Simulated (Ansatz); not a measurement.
Working through the levels without and with spin-orbit coupling of IrOs, space group P-6m2

Program: Ansatz's Python interface.

Typed at the interpreter:
```pycon
>>> import ansatz as az
>>> iros = (
...     az.Lattice.of([2.743621, 0.0, 0.0], [-1.371811, 2.376046, 0.0], [0.0, 0.0, 4.360883])
...     .atom("Os", [1 / 3, 2 / 3, 0.0])
...     .atom("Ir", [2 / 3, 1 / 3, 0.5])
... )
>>> iros.resolved().tree()["lattice"]
((2.743621, 0.0, 0.0), (-1.371811, 2.376046, 0.0), (0.0, 0.0, 4.360883))
>>> base = (
...     iros.calculation()
...     .occupations(az.OccupationsMethod.FERMI_DIRAC)
...     .basis(420)
...     .kpoints(mesh=(14, 14, 8))
...     .functional("lda")
...     .band_table()  # levels at the mesh points
... )
>>> for label, variant in (("scalar-relativistic", base), ("spin-orbit", base.spin(soc=True))):
...     report = variant.run().report
...     zero = report["band_edges_ev"][0] if report.get("band_edges_ev") else report["fermi_energy_ev"]
...     near = [round(e - zero, 3) for e in report["eigenvalues_ev"][0] if abs(e - zero) < 3]
...     print(label)
...     print("  band edges (eV):", [round(e, 3) for e in report.get("band_edges_ev") or []] or "none reported")
...     print("  levels at k =", report["kpoints_frac"][0], "within 3 eV of the zero:", near)
...
scalar-relativistic
  band edges (eV): none reported
  levels at k = [0.0, 0.0, 0.0] within 3 eV of the zero: [-2.598, -2.598, -2.295, -2.295, -0.458, 0.898, 0.898]
spin-orbit
  band edges (eV): none reported
  levels at k = [0.0, 0.0, 0.0] within 3 eV of the zero: [-2.291, -2.291, -2.193, -2.193, -1.895, -1.895, -0.629, -0.629, 0.587, 0.587, 1.229, 1.229]
```

Caveats:
- This cell is a computed structure, which may not be the phase found in nature.
- Levels are Kohn-Sham eigenvalues on this mesh.
- With spin-orbit coupling each level holds one electron and, with inversion or at time-reversal points, comes in pairs; a window in energy can cut a split set.
- Wall time of the script: 12 s on 1 thread of Intel(R) Xeon(R) 6975P-C (Granite Rapids), on a shared host, peak memory 0.68 GiB.
